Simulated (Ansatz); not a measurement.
This script drives Ansatz 0.2.0, Python API.

`zeeman_y3ga.py`
```python
import ansatz
from ase import Atoms
import numpy as np

atoms = Atoms(
    ["Y", "Y", "Y", "Ga"],
    scaled_positions=[
        (0.5, 0.0, 0.5),
        (0.5, 0.5, 0.0),
        (0.0, 0.5, 0.5),
        (0.0, 0.0, 0.0),
    ],
    cell=[
        (4.757077, 0.0, 0.0),
        (0.0, 4.757077, 0.0),
        (0.0, 0.0, 4.757077),
    ],
    pbc=True,
)
crystal = ansatz.Crystal.from_ase(atoms)

setup = (
    crystal.calculation()
    .functional("pbesol")
    .kpoints(density=3.4)
    .occupations("fermi_dirac", width=150 * ansatz.meV)
    .scf(tolerance=1e-08)
    .spin("collinear")
)
rows = []
for tesla in [0, 100, 200, 400]:
    rep = (setup.magnetic_field(tesla) if tesla else setup).run(threads=1).report
    rows.append((tesla, rep["magnetization_mub"], rep["free_energy_ev"], rep["components"].get("e_zeeman", 0.0)))
lines = [",".join(["B (T)", "moment muB", "F eV", "Zeeman term eV"])] + [",".join(f"{v:.4f}" if isinstance(v, float) else str(v) for v in row) for row in rows]
print("\n".join(lines))
with open("zeeman.csv", "w") as handle:
    handle.write("\n".join(lines) + "\n")
slope = np.polyfit([row[0] for row in rows], [row[1] for row in rows], 1)[0]
print(f"dM/dB = {1000 * slope:.4f} muB per 1000 T per cell")
```

It is started by `python zeeman_y3ga.py`. Estimate its wall time and peak memory on 1 thread of Arm Neoverse V1, with other jobs on the host.

It took about 28 s, with a peak of 0.44 GiB, for 4 runs of the engine.

```console
$ python zeeman_y3ga.py
DeckWarning: basis.ecutwfc = 420 eV, auto-derived from the records' recommended cutoffs: set by Y (normal level)
RunWarning: this spin-polarised run has no starting moment large enough to seed its density, so its SCF can try parallel moments of its own, which can die out, and starts no order whose moments cancel. Behind that start scf.lower_state_search: light tries no [...]
B (T),moment muB,F eV,Zeeman term eV
0,0.0000,-15129.6186,0.0000
100,0.1110,-15129.6189,-0.0006
200,0.2193,-15129.6198,-0.0025
400,0.4202,-15129.6236,-0.0097
dM/dB = 1.0482 muB per 1000 T per cell
```
(Warnings from the package without file and line, shortened.)

Caveats:
- Total energies depend on the potentials; only differences at equal settings carry meaning. A total without «per atom» is that of the cell as typed.
- For a metal this k-point mesh is coarse: on a finer one energies can move by several to tens of meV an atom and pressures by half a GPa or more, differences at one mesh by less.
- The smearing is wide enough that free energy and stress hold a thermal part of the electrons.
- This cell is a computed structure, which may not be the phase found in nature.
- Orbital magnetism is left out. The response of a metal hangs strongly on mesh and smearing, and a straight-line fit holds only where the moment is linear in the field.

(Lines on the test bed's own set-up are left out of the output.)
